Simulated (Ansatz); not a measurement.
# TaN: the cost of one run

Method: DFT PBE+U (U_eff = 1 eV on Ta d), plane waves, PAW, no spin–orbit coupling unless a run says so, in Ansatz 0.2.0.

## (1) The system as given

Symmetry: Fm-3m, No. 225, cubic system. The conventional cell has a = 4.358 Å, b = 4.358 Å, c = 4.358 Å, α = 90.00°, β = 90.00°, γ = 90.00°. Ta (site symmetry m-3m) is surrounded by 6 N at 2.18 Å. N (site symmetry m-3m) is surrounded by 6 Ta at 2.18 Å.

As a file:

```cif
data_structure
_symmetry_space_group_name_H-M 'P 1'
_symmetry_Int_Tables_number 1
_cell_length_a 3.0816
_cell_length_b 3.0816
_cell_length_c 3.0816
_cell_angle_alpha 60.000
_cell_angle_beta 60.000
_cell_angle_gamma 60.000
_cell_volume 20.69
loop_
_atom_site_label
_atom_site_type_symbol
_atom_site_fract_x
_atom_site_fract_y
_atom_site_fract_z
_atom_site_occupancy
Ta1 Ta 0.50000 0.50000 0.50000 1
N1 N 0.00000 0.00000 0.00000 1
```

Magnetic order typed: ferromagnetic.

## (2) From atoms, symmetry kept, no search

input.yaml reads:

```yaml
crystal:
  lattice:
    - [0.0, 2.17900131, 2.17900131]
    - [2.17900131, 0.0, 2.17900131]
    - [2.17900131, 2.17900131, 0.0]
  atoms:
    - { symbol: Ta, position: [0.5, 0.5, 0.5], spin: 2.0 }
    - { symbol: "N", position: [0.0, 0.0, 0.0] }
basis:
  ecutwfc: 420
  ecutrho_ratio: 4
kpoints:
  mp_grid: { grid: [7, 7, 7] }
hamiltonian:
  xc: pbe
  hubbard: { sites: [{ site: 0, l: d, u_eff: 1.0 }] }
scf:
  occupations: { method: gaussian, width: 0.05 }
  lower_state_search: "off"
  max_iter: 150
output:
  forces: true
  stress: true
  eigenvalues: true
  populations: true
  hubbard: { sites: [{ site: 0, l: d }] }
magnetization:
  spin_polarized: true
```

Command:

```sh
> ansatz run input.yaml --threads 2 --pin off --max-ram 3072MiB --backend cpu --events-out ev --progress --plain --runs-dir out
```

Q: Estimate wall time and peak memory on 2 threads of Arm Neoverse V2, shared host.

About 1.7 s, with a peak of 0.28 GiB.
